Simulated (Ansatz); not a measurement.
## I on several prototypes: a ranking of structure types by relaxed energy, step by step

Computed with the Ansatz DFT code, driven from Python.

Typed at the interpreter:
```pycon
>>> import csv
>>> import warnings
>>> import ansatz as az
>>> import numpy as np
>>> params = {
...     "functional": "pbesol",
...     "tolerance": 1e-07,
...     "ecut": 460,
...     "kspacing": 0.3,
...     "smearing": "fermi_dirac",
...     "smearing_width": 0.05,
... }
>>> def diamond(A, a):
...     return (
...         az.Lattice.fcc(a)
...         .space_group(227, origin_choice=1)
...         .atom(A, [0, 0, 0])
...         .primitive()
...     )
...
>>> def sc(A, a):
...     return (
...         az.Lattice.cubic(a)
...         .space_group(221)
...         .atom(A, [0, 0, 0])
...     )
...
>>> def hcp(a_site, a):
...     return (
...         az.Lattice.from_parameters(a, a, 1.633 * a, alpha=90, beta=90, gamma=120)
...         .space_group(194)
...         .atom(a_site, [1 / 3, 2 / 3, 0.25])
...     )
...
>>> def fcc(A, a):
...     return (
...         az.Lattice.fcc(a)
...         .space_group(225)
...         .atom(A, [0, 0, 0])
...         .primitive()
...     )
...
>>> def compute(name, crystal):
...     calc = (
...         crystal.calculation()
...         .functional(params["functional"])
...         .scf(tolerance=params["tolerance"])
...         .basis(params["ecut"])  # a bare number is in eV
...         .kpoints(spacing=params["kspacing"])  # the mesh must be finer for metals
...         .occupations(params["smearing"], width=params["smearing_width"])
...         .stress()  # positive in compression
...         .band_table()
...     )
...     calc = calc.relax(force_tolerance=0.03, max_steps=60, cell=True)
...     return calc.run()
...
>>> def relaxed_twice(name, crystal):
...     # the second pass draws mesh and plane waves anew for the relaxed cell
...     first = compute(name, crystal)
...     again = az.Crystal(lattice=az.Lattice.of(first.lattice.cell_ang))
...     for site in first.report["lattice"]["sites"]:
...         again = again.atom(site["symbol"], site["position_frac"])
...     return compute(name, again)
...
>>> def volume_per_atom(outcome):
...     return abs(np.linalg.det(outcome.lattice.cell_ang)) / len(outcome.lattice.sites)
...
>>> def pressure_gpa(outcome):
...     return float(np.trace(outcome.report["stress_gpa"]) / 3)
...
>>> # starting lattice constants are rough guesses; the relaxation finds the rest
>>> warnings.simplefilter("ignore", az.DeckWarning)
>>> phases = {}
>>> phases["diamond"] = diamond("I", 6.99)
>>> phases["sc"] = sc("I", 3.3)
>>> phases["hcp"] = hcp("I", 3.59)
>>> phases["fcc"] = fcc("I", 5.08)
>>> done = {}
>>> for name, crystal in phases.items():
...     try:
...         done[name] = relaxed_twice(name, crystal)
...     except az.NonConvergedError as error:
...         print(name, "did not converge:", str(error)[:120])
...

>>> energy = {name: o.report["energy_sigma0_ev"] / len(o.lattice.sites) for name, o in done.items()}
>>> lowest = min(energy.values())
>>> rows = [(name, len(o.lattice.sites), 1000 * (energy[name] - lowest), volume_per_atom(o), pressure_gpa(o)) for name, o in done.items()]
>>> rows.sort(key=lambda row: row[2])
>>> with open("prototypes.csv", "w", newline="") as handle:
...     writer = csv.writer(handle)
...     writer.writerow(["phase", "atoms", "dE (meV/atom)", "V (A^3/atom)", "P (GPa)"])
...     writer.writerows([round(v, 4) if isinstance(v, float) else v for v in row] for row in rows)
...
48
>>> print(open("prototypes.csv").read())
phase,atoms,dE (meV/atom),V (A^3/atom),P (GPa)
hcp,2,0.0,37.0213,0.0085
sc,1,65.9712,38.3714,0.0219
fcc,1,163.5573,31.822,0.013
diamond,2,388.3851,56.1124,-0.0129
>>> print("order:", " < ".join(row[0] for row in rows))
order: hcp < sc < fcc < diamond
```

Reading the output:
- For the metals among these phases the mesh is modest: differences between phases can be off by up to 40 meV an atom.
- The program warned that this SCF threshold is loose for forces or stresses.
- Pressure is positive in compression.
- The cells are built on prototypes, so most aren't the phase found in nature. Rows bear the name of their start, and a relaxation keeps or raises the symmetry. Differences under about 40 meV an atom lie within the error of mesh and functional.
- The script silences the warnings on its input, which a real study should read.
- Run time: 75 s on 1 thread of Arm Neoverse V1, on a shared host, peak memory 0.45 GiB.

(Lines on the test bed's own set-up are left out of the output.)
